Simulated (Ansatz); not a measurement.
**CH9NOSi2: a ladder of functionals and wavefunction methods**

Aim: compute CH9NOSi2 with functionals from several rungs and with coupled cluster, and see how far each lands from CCSD(T) at the basis-set limit for the atomisation energy.

Program: Ansatz 0.2.0, Gaussian basis. Level of theory: functionals in def2-TZVPP, the program's frozen cores in correlated methods. These are calculated values, not measurements.

The runs, in order: PBE-D4, r2SCAN-D4, PBE0-D4, B3LYP-D4, ωB97X-V, ωB97M-V, B2PLYP; CCSD(T)/def2-TZVPP; MP2/def2-QZVPP; extrapolation to the limit.

## 1. Structure used throughout

All runs share one geometry, relaxed beforehand with PBE0-D4 in a triple-zeta def2 set.

SMILES `C[SiH2][SiH](N)O`, 14 atoms, charge 0, spin multiplicity 1.

Atoms are counted from 1 here; the program's logs count them from 0.

Bond lengths: C1–Si2 1.876 Å, C1–H6 1.092 Å, C1–H7 1.092 Å, C1–H8 1.092 Å, Si2–Si3 2.339 Å, Si2–H9 1.492 Å, Si2–H10 1.494 Å, Si3–N4 1.710 Å, Si3–O5 1.659 Å, Si3–H11 1.493 Å, N4–H12 1.005 Å, N4–H13 1.006 Å, O5–H14 0.959 Å. Angles: Si2–C1–H6 110.0°, Si2–C1–H7 111.3°, Si2–C1–H8 110.7°, H6–C1–H7 108.6°, H6–C1–H8 107.9°, H7–C1–H8 108.2°, C1–Si2–Si3 112.5°, C1–Si2–H9 110.5°, C1–Si2–H10 110.0°, Si3–Si2–H9 109.0°, Si3–Si2–H10 107.9°, H9–Si2–H10 106.7°, Si2–Si3–N4 110.3°, Si2–Si3–O5 103.1°, Si2–Si3–H11 114.8°, N4–Si3–O5 116.1°, N4–Si3–H11 103.7°, O5–Si3–H11 109.2° and more.

## 2. PBE-D4 (GGA)

Input file in.yaml:

```yaml
crystal:
  periodic: [false, false, false]
  atoms:
    - {symbol: C, position_ang: [0.175139, 2.317681, 0.629603]}
    - {symbol: Si, position_ang: [0.366307, 0.505039, 1.074345]}
    - {symbol: Si, position_ang: [-0.531997, -0.914661, -0.552717]}
    - {symbol: N, position_ang: [0.052331, -2.507819, -0.339649]}
    - {symbol: O, position_ang: [-0.115825, -0.169193, -1.974837]}
    - {symbol: H, position_ang: [0.631684, 2.514145, -0.342648]}
    - {symbol: H, position_ang: [0.649546, 2.960389, 1.374269]}
    - {symbol: H, position_ang: [-0.880840, 2.589677, 0.566050]}
    - {symbol: H, position_ang: [-0.285608, 0.216750, 2.384895]}
    - {symbol: H, position_ang: [1.813527, 0.167007, 1.230789]}
    - {symbol: H, position_ang: [-2.015259, -1.072407, -0.497156]}
    - {symbol: H, position_ang: [-0.497621, -3.323445, -0.546428]}
    - {symbol: H, position_ang: [1.022337, -2.724766, -0.187040]}
    - {symbol: H, position_ang: [-0.396620, -0.587797, -2.790676]}
basis:
  gaussian: {orbitals: def2-TZVPP}
hamiltonian: {xc: pbe, dispersion: d4}
output: {forces: true, orbitals: {seedname: orbitals}}
```

Started as:

```bash
$ ansatz run in.yaml --threads 4 --pin off --events-out ev --progress --plain --max-ram 10444MiB
```

The runs that follow: r2SCAN-D4 (meta-GGA); PBE0-D4 (hybrid); B3LYP-D4 (hybrid); ωB97X-V (range-separated); ωB97M-V (range-separated); B2PLYP (double hybrid); CCSD(T) in def2-TZVPP; MP2 in def2-QZVPP.

**Question.** What will the summary of the whole plan be? Wanted: atomisation energy, CCSD(T)/CBS; farthest; mean size of error, hybrid; mean size of error, range-separated; gap, smallest and largest; T1 diagnostic; triples share of the correlation energy.

As calculated:

```
                               quantity                                          value
        atomisation energy, CCSD(T)/CBS                                  4924.9 kJ/mol
 functionals within 24.6 kJ/mol (0.5 %)  PBE-D4, r2SCAN-D4, B3LYP-D4, ωB97X-V, ωB97M-V
                               farthest                          B2PLYP (-71.4 kJ/mol)
             mean size of error, hybrid                                    28.1 kJ/mol
    mean size of error, range-separated                                     7.5 kJ/mol
              gap, smallest and largest           5.36 eV (PBE-D4), 11.76 eV (ωB97X-V)
                          T1 diagnostic                                         0.0114
triples share of the correlation energy                                          3.5 %
```

What this shows: PBE-D4 misses by +16.0 kJ/mol. Double hybrids carry the basis error of their MP2 part in triple zeta, and no dispersion term here, so their miss is partly the set-up's. Misses under about 24.6 kJ/mol are within the doubt on the reference itself, which lacks core-valence correlation, relativity and higher excitations. Hartree-Fock recovers 73 % of the binding; the rest is correlation. The gap grows from 5.4 to 11.8 eV across the functionals, mostly with the share of exact exchange.
